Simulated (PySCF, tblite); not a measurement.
# C7H10OSi2: geometry, infrared bands and NMR shifts

Wanted: the infrared bands and NMR shifts of C7H10OSi2 (`C1=C[C@H](c2ccco2)[SiH2][SiH2]1`), by calculation.

Programs: tblite 0.8.0 and PySCF 2.14.0, with density-fitted response routines of our own. Each step states its level of theory. These are calculated values for one molecule in the gas phase, unless marked as measured. Atoms are numbered from 0 throughout.

### 1 The starting structure

20 atoms, charge 0, multiplicity 1; geometry from: force field or distance geometry start.

Bonds of the start (Å): C0–C1 1.31, C1–C2 1.45, C2–C3 1.50, C3–C4 1.40, C4–C5 1.38, C5–C6 1.39, C6–O7 1.31, C2–Si8 1.86, Si8–Si9 2.28, Si9–C0 1.84, O7–C3 1.31, C0–H10 1.10, C1–H11 1.14, C2–H12 1.11, C4–H13 1.10, C5–H14 1.08, C6–H15 1.09, Si8–H16 1.45, Si8–H17 1.44, Si9–H18 1.44, Si9–H19 1.45.

### 2 Relaxing the molecule with GFN2-xTB

What the job is given:

```
{"job": {"kind": "relax", "xc": "GFN2-xTB", "basis": "xTB"}, "charge": 0, "multiplicity": 1}
C      2.281200     0.093900    -1.320800
C      0.990000    -0.106300    -1.259800
C      0.318200    -0.408800    -0.016600
C     -1.145400    -0.101100    -0.036200
C     -2.177900    -1.016400     0.205700
C     -3.362900    -0.313400     0.093800
C     -3.012500     0.998700    -0.191100
O     -1.704300     1.067300    -0.245200
Si     1.211400     0.498100     1.344500
Si     3.166700    -0.008100     0.292700
H      2.822400     0.320700    -2.254000
H      0.387400    -0.057600    -2.221400
H      0.461200    -1.490900     0.209600
H     -2.075400    -2.087800     0.414200
H     -4.360900    -0.703600     0.218200
H     -3.683800     1.852900    -0.327900
H      0.987800     1.935100     1.314300
H      1.137700    -0.139500     2.638600
H      3.583500    -1.343600     0.647000
H      4.170300     1.020900     0.491200
```

Command:

```sh
$ OMP_NUM_THREADS=1 python probes_run.py task.json out
```

One launch serves the whole session: the jobs run in the order shown.

**Question.** This job is followed by: GFN2-xTB harmonic vibrations, gas phase; GIAO PBE0/pcSseg-1 NMR shielding, non-relativistic, gas phase. What will the session give for the following? strongest single infrared mode (GFN2-xTB); zero-point energy (GFN2-xTB); 13C shifts against TMS (PBE0/pcSseg-1); 1H shifts against TMS (PBE0/pcSseg-1); 17O shifts against H2O (PBE0/pcSseg-1); 29Si shifts against TMS (PBE0/pcSseg-1).

The runs gave:

| quantity | value |
| --- | --- |
| strongest single infrared mode (GFN2-xTB) | 2184 cm⁻¹, 573 km/mol |
| zero-point energy (GFN2-xTB) | 88.3 kcal/mol |
| 13C shifts against TMS (PBE0/pcSseg-1) | 161.2, 161.1, 146.2, 133.4, 118.0, 110.4, 38.2 ppm |
| 1H shifts against TMS (PBE0/pcSseg-1) | 7.37, 7.13, 6.50, 6.42, 6.25, 4.69, 4.28, 4.19, 3.78, 3.73 ppm |
| 17O shifts against H2O (PBE0/pcSseg-1) | 299.9 ppm |
| 29Si shifts against TMS (PBE0/pcSseg-1) | -61.6, -70.2 ppm |

**Reading.** The optimisation took 177 steps and gained 0.821 eV; among the close pairs (by a distance rule), C2–Si8 changed most, from 1.864 to 1.934 Å. All 54 modes are real, so the xTB geometry is a minimum. The strongest single mode, at 2184 cm⁻¹, moves mainly H17 and H18. Unscaled tight-binding wavenumbers are off by several per cent, some by more. Its intensities can rank the bands wrongly. At PBE0/pcSseg-1: The largest span, 340 ppm, is at O7, where the paramagnetic term is -364 ppm. NICS(1)zz of -24 ppm above the planar ring from C3 marks a diatropic (aromatic) ring current.
